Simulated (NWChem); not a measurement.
# GeH2F (SMILES [F][GeH2]): U-r2SCAN/cc-pVTZ

What is the vertical ionisation energy of GeH2F at U-r2SCAN/cc-pVTZ? 

Program for the calculation: NWChem 7.3.0.

## 1. The molecule

The species is GeH2F (4 atoms), meant as a doublet with charge 0. SMILES: `[F][GeH2]`. The shape is that of a PBE0-D4/def2-TZVP optimisation.

Bond lengths: F1–Ge2 1.745 Å, Ge2–H3 1.549 Å, Ge2–H4 1.549 Å. Angles: F1–Ge2–H3 105.4°, F1–Ge2–H4 105.4°, H3–Ge2–H4 113.3°.

## 2. The energy at U-r2SCAN/cc-pVTZ

Contents of fgeh2.nw:

```
start fgeh2
title "FGeH2"
memory stack 880 mb heap 220 mb global 1100 mb

geometry units angstrom noautosym nocenter noautoz
F     0.138200   -0.585400    1.442000
Ge    0.305700   -0.223200   -0.257100
H    -1.078800   -0.527800   -0.882000
H     0.690400    1.276000   -0.323100
end

basis spherical bse
* library cc-pVTZ
end

dft
xc r2scan
mult 2
grid fine
convergence energy 1e-08
maxiter 100
mulliken
print low
end

task dft energy
```

The run is started by

```bash
nwchem fgeh2.nw > fgeh2.out
```

The program printed:

```text
[...]
 d= 0,ls=0.0,diis     1  -2177.9840971832 -2.29D+03  5.69D-03  1.78D-01    10.8
[...]
 d= 0,ls=0.0,diis    10  -2178.0579979042 -4.15D-09  3.50D-07  4.56D-09    66.4
[...]
         Total DFT energy =    -2178.057997904240
      One electron energy =    -3260.454716262908
           Coulomb energy =     1059.593885615265
    Exchange-Corr. energy =      -90.213158278249
 Nuclear repulsion energy =      113.015991021652
[...]
      Total Density - Mulliken Population Analysis
     ---------------------------------------------
    Atom       Charge   Shell Charges
 -----------   ------   -------------------------------------------------------
    1 F    9     9.36   1.94  0.28  1.05  0.65  1.57  2.38  1.48  0.00  0.01  0.00
    2 Ge  32    31.50   2.00  2.01  1.96  0.46  0.74  0.23  6.00  5.81  0.47  1.27  0.31  9.56  0.50  0.13  0.05
    3 H    1     1.07   0.23  0.54  0.27  0.00  0.02  0.00
    4 H    1     1.07   0.23  0.54  0.27  0.00  0.02  0.00
[...]
      <S2> =      0.7527 (Exact =     0.7500)
[...]
```

It took 67 s on 1 thread of AMD EPYC 9R45 (Zen 5), shared host; peak memory 0.13 GiB.

## 3. The singlet cation, same level

Contents of fgeh2.nw:

```
START fgeh2
TITLE "FGeH2"
memory total 2200 mb
charge 1
GEOMETRY units angstroms noautosym nocenter noautoz
  F     0.138200   -0.585400    1.442000
  Ge    0.305700   -0.223200   -0.257100
  H    -1.078800   -0.527800   -0.882000
  H     0.690400    1.276000   -0.323100
END
BASIS spherical bse
  * library cc-pVTZ
END
DFT
  xc r2scan
  grid fine
  convergence energy 1e-08
  iterations 100
  mulliken
  noprint "final vectors analysis"
END
TASK dft
```

The run is started by

```bash
nwchem fgeh2.nw > fgeh2.out
```

The program printed:

```text
[...]
          Wavefunction type:  closed shell.
          No. of atoms     :     4
          No. of electrons :    42
[...]
          Charge           :     1
          Spin multiplicity:     1
[...]
          AO basis - number of functions:   101
[...]
              XC Information
              --------------
                      r^2SCAN Method XC Functional
               r^2SCAN metaGGA Exchange Functional  1.000
                     r^2SCAN Correlation Potential  1.000
[...]
 d= 0,ls=0.0,diis     1  -2177.3413237335 -2.29D+03  2.70D-02  6.96D+00    10.4
[...]
 d= 0,ls=0.0,diis    11  -2177.7139675508 -6.41D-09  1.38D-07  6.34D-10    66.0
         Total DFT energy =    -2177.713967550759
      One electron energy =    -3247.333502025162
           Coulomb energy =     1046.487445335300
    Exchange-Corr. energy =      -89.883901882549
 Nuclear repulsion energy =      113.015991021652
[...]
      Total Density - Mulliken Population Analysis
     ---------------------------------------------
    Atom       Charge   Shell Charges
 -----------   ------   -------------------------------------------------------
    1 F    9     9.20   1.94  0.28  1.06  0.64  1.55  2.37  1.34  0.00  0.01  0.00
    2 Ge  32    31.00   2.00  2.01  1.96  0.50  0.78  0.12  6.00  5.81  0.44  1.05  0.11  9.57  0.49  0.11  0.05
    3 H    1     0.90   0.21  0.51  0.14  0.00  0.02  0.00
    4 H    1     0.90   0.21  0.51  0.14  0.00  0.02  0.00
[...]
```

Wall time 67 s (1 thread of AMD EPYC 9R45 (Zen 5), shared host); peak memory 0.13 GiB.

## 4. Outcome

Level: U-r2SCAN/cc-pVTZ.

```
                                          quantity           value
                       doublet GeH2F: total energy  -2178.05800 Eh
                               doublet GeH2F: ⟨S²⟩           0.753
                      singlet cation: total energy  -2177.71397 Eh
vertical ionisation energy (to the singlet cation)        9.362 eV
```

**Reading.** The vertical ionisation energy comes to 9.36 eV (903 kJ/mol). Only the singlet of the ionised species was computed; a triplet could lie lower. Mulliken charges (doublet GeH2F) run from -0.36 on F1 to +0.50 on Ge2; they depend strongly on the basis.
